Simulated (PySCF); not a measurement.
# SnC: from the state search to spectroscopic constants

What are the lowest state that PBE0 finds, the bond length, vibrational wavenumber and bond energy of SnC, and how much do these hang on the method?

The runs use PySCF 2.14.0; Sn def2-TZVPP with ECP28, C def2-TZVPP, scalar-relativistic core potentials.

### Step 1. Input

A driver script around PySCF takes these settings:

```json
{
  "atoms": "Sn, C",
  "charge": "0",
  "basis": "Sn def2-TZVPP with ECP28, C def2-TZVPP",
  "Hamiltonian": "scalar-relativistic core potentials",
  "basis functions": "81",
  "electrons treated": "28",
  "masses in u": "119.9022, 12.0000",
  "levels": "PBE0, PBE, r²SCAN, M06-2X, TPSS, B2PLYP, M06-L, ωB97M-V, HF, MP2, SCS-MP2, CCSD, CCSD(T)",
  "grid": "80 radial by 434 angular points",
  "occupations": "held fixed by the projection of orbital angular momentum",
  "dissociation limit": "Sn + C, each in its ground configuration",
  "starting distance in angstrom": "2.060",
  "values of 2S to try": "0, 2, 4"
}
```

On the command line:

```sh
$ OMP_NUM_THREADS=1 python dia.py task.json out
```

After this run come: First curve: PBE0; Higher solutions at PBE0; PBE (GGA); r²SCAN (meta-GGA); M06-2X; TPSS; B2PLYP (double hybrid); M06-L; ωB97M-V (range-separated hybrid); ROHF; Correlated methods on the Hartree–Fock reference.

What does the calculation give? Wanted: for each run, Re; ωe; De; μ.

The runs gave:

Lowest PBE0 solution found, without spin–orbit coupling: ³Π (triplet), unpaired electrons σ ↑, π ↑. State 2 has its PBE0 minimum 0.23 eV higher. State 3 has its PBE0 minimum 0.34 eV higher, as a spin-mixed determinant (⟨S²⟩ = 1.02), so this is no gap between pure states. State 4 has its PBE0 minimum 0.47 eV higher, as a spin-mixed determinant (⟨S²⟩ = 1.01), so this is no gap between pure states. The other levels ran on the lowest alone.

| level | Re (Å) | ωe (cm⁻¹) | De (eV) | μ (D) |
| --- | --- | --- | --- | --- |
| ROHF | 1.973 | 749 | 0.87 | -2.58 |
| ROHF-MP2 | 1.984 | 771 | 2.96 | n/a |
| ROHF-SCS-MP2 | 1.989 | 758 | 2.74 | n/a |
| ROHF-CCSD | 2.001 | 695 | 2.74 | n/a |
| ROHF-CCSD(T) | 2.013 | 679 | 3.08 | n/a |
| PBE | 2.013 | 669 | 3.63 | -2.66 |
| TPSS | 2.010 | 670 | 3.41 | -2.63 |
| r²SCAN | 2.013 | 641 | 3.34 | -2.37 |
| M06-L | 2.011 | 672 | 3.70 | -2.59 |
| PBE0 | 2.004 | 648 | 3.18 | -2.56 |
| M06-2X | 2.048 | 600 | 2.84 | -2.69 |
| ωB97M-V | 2.008 | 634 | 2.97 | -2.59 |
| B2PLYP | 1.993 | 643 | 2.97 | -2.27 |

De is counted to Sn + C in their ground configurations. A positive dipole means Sn(−)C(+). ⟨S²⟩ is off the pure value of 2.00 by over a tenth at r²SCAN 2.23, M06-2X 2.44, ωB97M-V 2.26, B2PLYP 2.42.

What this shows: The methods spread over 0.075 Å in bond length, from ROHF to M06-2X. Of the levels with a De here, ROHF gives the least (0.87 eV) and M06-L the most (3.70 eV).

Correlated steps freeze 5 core orbitals. Spin–orbit coupling is left out, which matters for elements this heavy, above all for dissociation energies. B2PLYP dipoles, levels and charges come from its SCF part alone. T1 is 0.048 near the minimum (highest on the curve 0.090), which may point to more than one leading configuration.
